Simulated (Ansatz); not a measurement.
# C2H7F2NSi: the cost of one run

Method: RKS PBE-D4/def2-SVP, in Ansatz 0.2.0.

## Step 1: The system as given

Bond lengths: C1–Si2 1.873 Å, Si2–F3 1.593 Å, Si2–N4 1.642 Å, N4–C5 1.431 Å, C5–F6 1.381 Å, C1–H7 1.097 Å, C1–H8 1.053 Å, C1–H9 1.131 Å, Si2–H10 1.502 Å, N4–H11 1.088 Å, C5–H12 1.090 Å, C5–H13 1.150 Å. Angles (14 of 21 angles, heavy atoms first): C1–Si2–F3 108.5°, C1–Si2–N4 115.3°, F3–Si2–N4 104.4°, Si2–N4–C5 126.7°, N4–C5–F6 107.0°, C1–Si2–H10 110.2°, F3–Si2–H10 111.1°, N4–Si2–H10 107.3°, Si2–C1–H7 108.0°, Si2–C1–H8 110.4°, Si2–C1–H9 107.0°, Si2–N4–H11 108.6°, C5–N4–H11 104.4°, N4–C5–H12 112.7°.

As a file:

```xyz
13

C     0.4153   -2.2106    0.1167
Si    0.6791   -0.3565    0.1116
F     1.6400    0.0146   -1.1039
N    -0.6703    0.5423   -0.1471
C    -0.7259    1.9502   -0.3946
F    -0.4909    2.5819    0.8105
H    -0.0399   -2.4902   -0.8416
H     1.3318   -2.7117    0.2481
H    -0.3222   -2.4372    0.9436
H     1.2677    0.0877    1.4205
H    -1.3554    0.3867    0.6831
H     0.0467    2.2868   -1.0855
H    -1.7557    2.3211   -0.7466
```

## Step 2: Relaxing end A

input.yaml reads:

```yaml
crystal:
  periodic: [false, false, false]
  atoms:
    - { symbol: C, position_ang: [0.4153, -2.2106, 0.1167] }
    - { symbol: Si, position_ang: [0.6791, -0.3565, 0.1116] }
    - { symbol: F, position_ang: [1.64, 0.0146, -1.1039] }
    - { symbol: "N", position_ang: [-0.6703, 0.5423, -0.1471] }
    - { symbol: C, position_ang: [-0.7259, 1.9502, -0.3946] }
    - { symbol: F, position_ang: [-0.4909, 2.5819, 0.8105] }
    - { symbol: H, position_ang: [-0.0399, -2.4902, -0.8416] }
    - { symbol: H, position_ang: [1.3318, -2.7117, 0.2481] }
    - { symbol: H, position_ang: [-0.3222, -2.4372, 0.9436] }
    - { symbol: H, position_ang: [1.2677, 0.0877, 1.4205] }
    - { symbol: H, position_ang: [-1.3554, 0.3867, 0.6831] }
    - { symbol: H, position_ang: [0.0467, 2.2868, -1.0855] }
    - { symbol: H, position_ang: [-1.7557, 2.3211, -0.7466] }
basis:
  gaussian: { orbitals: def2-SVP }
hamiltonian:
  xc: pbe
  dispersion: d4
relax:
  f_tol: 0.015
  max_steps: 40
output:
  orbitals: {}
```

On the command line:

```bash
$ ansatz run input.yaml --threads 2 --pin off --max-ram 3072MiB --backend cpu --events-out ev --progress --plain --runs-dir out
```

Q: Estimate wall time and peak memory on 2 threads of Intel Xeon Platinum 8488C (Sapphire Rapids), shared host.

About 47 s, with a peak of 0.18 GiB.
